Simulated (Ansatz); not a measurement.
# Ba3As2: the cost of one run

Method: DFT PBE, scalar-relativistic, plane waves, PAW, unless a step names another level, in Ansatz 0.2.0.

11 further runs of the same task are left out: 2 that didn't finish, 9 set aside as unsound or not needed.

### Step 1. The formula and the candidates

Pauling electronegativities: Ba 0.89, As 2.18 (spread 1.29). The formula balances with common oxidation states: Ba +2, As -3. Tabulated atomic sizes suggest about 30 Å³/atom. 23 candidates were drawn, by swapping species into database cells of other compounds, at random by space group and Wyckoff sites, or by hand, as the table says:

| name | made from | space group no. | Wyckoff sites | atoms (primitive cell) | V (Å³/atom) |
| --- | --- | --- | --- | --- | --- |
| c01 | random | 225 | Ba 24e; As 8c, 4b, 4a | 10 | 37.1 |
| c02 | random | 35 | Ba 4c, 2b; As 4e | 5 | 36.8 |
| c03 | database cell of In2S3 | 167 | Ba 18e; As 12c | 10 | 28.5 |
| c04 | random | 38 | Ba 4d, 2a; As 4e | 5 | 33.5 |
| c05 | database cell of Co3Ge2 | 187 | Ba 2i, 1b; As 1a, 1d | 5 | 29.0 |
| c06 | database cell of Cd3P2 | 224 | Ba 6d; As 4b | 10 | 31.5 |
| c07 | random | 189 | Ba 6i; As 4h | 10 | 39.1 |
| c08 | random | 194 | Ba 4f, 2c; As 4e | 10 | 32.3 |
| c09 | database cell of Ni3S2 | 155 | Ba 9e; As 6c | 5 | 27.7 |
| c10 | random | 160 | Ba 9b; As 3a, 3a | 5 | 35.8 |
| c11 | random | 155 | Ba 9d; As 6c | 5 | 32.9 |
| c12 | database cell of Mg2C3 | 12 | Ba 4i, 2d; As 4i | 5 | 25.7 |
| c13 | database cell of Mg3As2 | 164 | Ba 1a, 2d; As 2d | 5 | 34.1 |
| c14 | database cell of La2Ni3 | 64 | Ba 8e, 4a; As 8f | 10 | 33.9 |
| c15 | random | 123 | Ba 1d, 2f; As 2e | 5 | 36.0 |
| c16 | database cell of Y3Au2 | 127 | Ba 2a, 4h; As 4g | 10 | 35.9 |
| c17 | database cell of Al3Os2 | 139 | Ba 2a, 4e; As 4e | 5 | 28.3 |
| c18 | random | 10 | Ba 1d, 2l; As 2k | 5 | 37.0 |
| c19 | random | 139 | Ba 4c, 2a; As 4e | 5 | 35.6 |
| c20 | random | 63 | Ba 8d, 4a; As 4b, 4c | 10 | 38.1 |
| c21 | random | 63 | Ba 8g, 4c; As 8e | 10 | 33.4 |
| c22 | random | 221 | Ba 3d; As 1a, 1b | 5 | 38.0 |
| c23 | random | 123 | Ba 2f, 1c; As 2h | 5 | 37.2 |

### Step 2. Screening run of c01

input.yaml reads:

```yaml
crystal:
  lattice:
    - [0.0, 5.70547288, 5.70547288]
    - [5.70547288, 0.0, 5.70547288]
    - [5.70547288, 5.70547288, 0.0]
  atoms:
    - { symbol: Ba, position: [0.73839968, 0.26160032, 0.26160032] }
    - { symbol: Ba, position: [0.26160032, 0.73839968, 0.73839968] }
    - { symbol: Ba, position: [0.26160032, 0.73839968, 0.26160032] }
    - { symbol: Ba, position: [0.73839968, 0.26160032, 0.73839968] }
    - { symbol: Ba, position: [0.26160032, 0.26160032, 0.73839968] }
    - { symbol: Ba, position: [0.73839968, 0.73839968, 0.26160032] }
    - { symbol: As, position: [0.25, 0.25, 0.25] }
    - { symbol: As, position: [0.5, 0.5, 0.5] }
    - { symbol: As, position: [0.75, 0.75, 0.75] }
    - { symbol: As, position: [0.0, 0.0, 0.0] }
basis:
  ecutwfc: 420
kpoints:
  mp_grid: { grid: [3, 3, 3] }
hamiltonian:
  xc: pbe
scf:
  occupations: { method: gaussian, width: 0.2 }
  lower_state_search: "off"
output:
  forces: true
  stress: true
  eigenvalues: true
relax:
  adjacent_minimum: "off"
  f_tol: 0.08
  max_steps: 16
  cell: { stress_tol: 0.8 }
```

Command:

```bash
ansatz run input.yaml --threads 1 --pin off --max-ram 2560MiB --backend cpu --events-out ev --progress --plain --runs-dir out
```

**Question.** How long does this run take on 1 thread of Intel Xeon Platinum 8259CL at 2.50GHz (Skylake/Cascade Lake), shared host, and how much memory does it need?

About 54 s, with a peak of 0.72 GiB.
